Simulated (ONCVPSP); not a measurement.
# Germanium: generating and testing an ONCV potential

Task: generate the file, and judge it by its errors in other configurations, its logarithmic derivatives, its ghosts and its cutoff.

The numbers are computed with ONCVPSP 4.0.1.1 (patched build) (LDA (Perdew-Wang 92), scalar-relativistic, spin-unpolarised reference atom).

### Step 1. The design

The settings as typed:

```json
{
  "element": "germanium (Ge, Z = 32)",
  "type": "optimised norm-conserving Vanderbilt (ONCV)",
  "frozen core": "[Ar]",
  "valence charge": "14",
  "reference configuration": "3d10 4s2 4p1 (charge +1)",
  "partial waves": "4s: rc 1.50 bohr, ncon 4, nbas 8, qcut 3.7 1/bohr, 2 projectors, debl 3.5 Ha; 4p: rc 1.55 bohr, ncon 4, nbas 8, qcut 4.4 1/bohr, 3 projectors, debl 3.6 Ha; 3d: rc 1.00 bohr, ncon 3, nbas 7, qcut 16.9 1/bohr, 2 projectors, debl 3.8 Ha",
  "local potential": "polynomial inside 1.00 bohr (lpopt 5, dvloc0 4 Ha)",
  "core correction": "not asked for"
}
```

An earlier all-electron run gives the scale for the radii.

All-electron outer shells of the reference configuration (LDA (PZ), scalar-relativistic, ld1.x):

```tsv
shell	level (eV)	outermost node (bohr)	outermost maximum (bohr)
3s	-176.82	0.26	0.54
3p	-124.46	0.23	0.54
3d	-38.61	–	0.50
4s	-20.15	0.77	1.71
4p	-11.48	0.82	2.08
```

### Step 2. Generating the potential

Input file Ge.dat:

```
# ATOM AND REFERENCE CONFIGURATION
# atsym  z   nc   nv     iexc    psfile
  Ge 32.00    5    3  -001012      upf
#
#   n    l    f
    1    0    2.00
    2    0    2.00
    2    1    6.00
    3    0    2.00
    3    1    6.00
    3    2   10.00
    4    0    2.00
    4    1    1.00
#
# PSEUDOPOTENTIAL AND OPTIMIZATION
# lmax
    2
#
#   l,   rc,      ep,       ncon, nbas, qcut
    0    1.50    0.00    4    8    3.70
    1    1.55    0.00    4    8    4.40
    2    1.00    0.00    3    7   16.90
#
# LOCAL POTENTIAL
# lloc, lpopt,  rc(5),   dvloc0
    4    5    1.00    4.00
#
# VANDERBILT-KLEINMAN-BYLANDER PROJECTORs
# l, nproj, debl
    0    2    3.50
    1    3    3.60
    2    2    3.80
#
# MODEL CORE CHARGE
# icmod, fcfact, rcfact
    0    0.00    0.00
#
# LOG DERIVATIVE ANALYSIS
# epsh1, epsh2, depsh
   -3.00    5.00    0.02
#
# OUTPUT GRID
# rlmax, drl
    6.00    0.01
#
# TEST CONFIGURATIONS
# ncnf
    4
# nvcnf
#   n    l    f
    3
    3    2   10.00
    4    0    2.00
    4    1    2.00
#
    3
    3    2   10.00
    4    0    2.00
    4    1    0.00
#
    3
    3    2   10.00
    4    0    1.00
    4    1    0.00
#
    3
    3    2   10.00
    4    0    2.00
    4    1    1.50
#
```

Run with:

```sh
$ oncvpsp.x < Ge.dat > Ge.out
```

What does the calculation give? Wanted: cutoffs for 1 and 0.1 mHa per electron, occupied waves; bound ghosts; GHOST(+) flags; largest test error; largest phase difference near zero energy, channels read.

As calculated:

```
                                                quantity                       value
  cutoffs for 1 and 0.1 mHa per electron, occupied waves           108 Ha and 121 Ha
                                            bound ghosts              p at -81.78 eV
                                          GHOST(+) flags    s at 75 eV, p at 2169 eV
                            largest test error (AE − PS)  +8.2 meV, for 3d10 4s1 4p0
largest phase difference near zero energy, channels read                   0.002 rad
```

A bound ghost (p) makes it unfit for use: electrons can fall into a state that the atom doesn't have. By total energies transferability is good: the largest error is 8.2 meV on 50.9 eV, for 3d10 4s1 4p0. Atomic tests can pass in spite of a ghost, since they solve only for the levels asked. It counts as very hard, with 108 Ha needed at the looser tolerance. At the looser tolerance the 3d wave is the slowest; 4s needs 14 Ha. Near zero energy the phases of the channels with partial waves agree within 0.002 rad. The program also flags highly localised states, GHOST(+) (s, p).
